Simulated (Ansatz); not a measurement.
CS2:

```
S C
1.0
     3.64579   -2.99431    0.00000
     3.64579    2.99431    0.00000
     0.00000    0.00000    9.85126
S C
4 2
Direct
  0.18152 0.81848 0.88687
  0.31848 0.68152 0.38687
  0.68152 0.31848 0.61313
  0.81848 0.18152 0.11313
  0.50000 0.50000 0.50000
  0.00000 0.00000 0.00000
```

The cell comes from a database or a generator and needn't be the stable form of this composition.

Base run:

```yaml
Program: Ansatz 0.2.0
Functional: PBEsol
Potentials_or_basis: all-electron LAPW, scalar-relativistic
Cutoff: 472 eV (chosen from the basis error)
Basis_error_allowed: 0.002 eV/atom
k_mesh: 6 × 6 × 3
Occupations: fermi-dirac, width 0.05 eV
Spin: no spin polarisation
```

Its results: band gap on the k mesh 3.41 eV, direct; pressure -0.1 GPa; largest force 0.048 eV/Å.

Task: The run is repeated on the same cell with these changes: functional from PBEsol to PBE. What comes out?

Result: Band gap on the k mesh 3.42 eV, direct; pressure 0.4 GPa; largest force 0.227 eV/Å.

PBE binds less tightly than PBEsol, so the same cell stands under more pressure.
